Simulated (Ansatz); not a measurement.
**AlH₂Br: up Jacob's ladder to CCSD(T)**

Aim: compute AlH₂Br with functionals from several rungs and with coupled cluster. The yardstick is the atomisation energy at the CCSD(T) limit.

Method: functionals in def2-TZVPP, the program's frozen cores in correlated methods; program: Ansatz 0.2.0, Gaussian basis.

Plan: LDA (SPW92), PBE-D4, revPBE-D4, BLYP-D4, r2SCAN-D4, B97M-V, PBE0-D4, B3LYP-D4, r2SCANh-D4, r2SCAN0-D4, HSE06-D4, BHLYP-D4, CAM-B3LYP-D4, LC-ωPBE, ωB97X-V, ωB97M-V, B2PLYP, PBE-QIDH; CCSD(T)/def2-SVP; CCSD(T)/def2-TZVPP; CCSD(T)/def2-QZVPP; extrapolation to the limit; RPA on PBE.

## 1. The relaxed structure

All runs share one geometry, relaxed beforehand with PBE0-D4 in a triple-zeta def2 set.

SMILES `[AlH2][Br]`, 4 atoms, charge 0, spin multiplicity 1.

Atoms are counted from 1 here; the program's logs count them from 0.

Bond lengths: Al1–Br2 2.257 Å, Al1–H3 1.576 Å, Al1–H4 1.576 Å. Angles: Br2–Al1–H3 117.6°, Br2–Al1–H4 117.6°, H3–Al1–H4 124.9°.

## 2. LDA

This LDA is Slater exchange with PW92 correlation.

Input file in.yaml:

```yaml
crystal:
  periodic: [false, false, false]
  atoms:
    - {symbol: Al, position_ang: [-0.148307, -0.064707, -0.110329]}
    - {symbol: Br, position_ang: [1.684920, 0.496611, 1.079655]}
    - {symbol: H, position_ang: [-0.561559, -1.584842, -0.139186]}
    - {symbol: H, position_ang: [-0.919653, 1.092738, -0.850440]}
basis:
  gaussian: {orbitals: def2-TZVPP}
hamiltonian: {xc: lda}
output: {orbitals: {seedname: orbitals}}
```

Started as:

```sh
> ansatz run in.yaml --threads 2 --pin off --events-out ev --progress --plain --max-ram 22528MiB --backend cpu
```

The runs that follow: PBE-D4 (GGA); revPBE-D4 (GGA); BLYP-D4 (GGA); r2SCAN-D4 (meta-GGA); B97M-V (meta-GGA); B3LYP-D4 (hybrid); r2SCANh-D4 (hybrid); r2SCAN0-D4 (hybrid); HSE06-D4 (hybrid); BHLYP-D4 (hybrid); CAM-B3LYP-D4 (range-separated); LC-ωPBE (range-separated); ωB97X-V (range-separated); ωB97M-V (range-separated); B2PLYP (double hybrid); PBE-QIDH (double hybrid); CCSD(T) in def2-SVP; CCSD(T) in def2-TZVPP; CCSD(T) in def2-QZVPP; RPA on PBE orbitals.

Before running them: what should the planned runs give, taken together? Wanted: atomisation energy, CCSD(T)/CBS; farthest beyond LDA; mean size of error, GGA; mean size of error, meta-GGA; mean size of error, hybrid; mean size of error, range-separated; mean size of error, double hybrid; gap, smallest and largest; T1 diagnostic.

As calculated:

```
                               quantity                                      value
        atomisation energy, CCSD(T)/CBS                                  10.284 eV
    functionals within 0.103 eV (1.0 %)                         r2SCAN-D4, ωB97X-V
                    farthest beyond LDA                      revPBE-D4 (-0.532 eV)
                mean size of error, GGA                                   0.444 eV
           mean size of error, meta-GGA                                   0.087 eV
             mean size of error, hybrid                                   0.255 eV
    mean size of error, range-separated                                   0.198 eV
      mean size of error, double hybrid                                   0.274 eV
              gap, smallest and largest  4.37 eV (LDA (SPW92)), 11.25 eV (LC-ωPBE)
                          T1 diagnostic                                     0.0072
triples share of the correlation energy                                      2.9 %
```

LDA overbinds by 0.698 eV (7 %). PBE-D4 is off by -0.381 eV. Double hybrids carry the basis error of their MP2 part in triple zeta, and no dispersion term here, so their miss is partly the set-up's. Taken by rung, meta-GGA functionals do best (0.087 eV on average) and GGA ones worst beyond LDA (0.444 eV). Misses under about 0.103 eV are within the doubt on the reference itself, which lacks core-valence correlation, relativity and higher excitations, and its outer-core shells are covered unevenly. All levels share the lack of spin-orbit coupling, which lowers the free heavy atoms and so the true binding. Hartree-Fock recovers 78 % of the binding; the rest is correlation. CCSD(T) in def2-SVP is off by -0.689 eV, more than most functionals: a good method in a small basis is no reference. The gap grows from 4.4 to 11.2 eV across the functionals, mostly with the share of exact exchange. Correlated methods include outer-core shells of Br, which these sets cover unevenly.
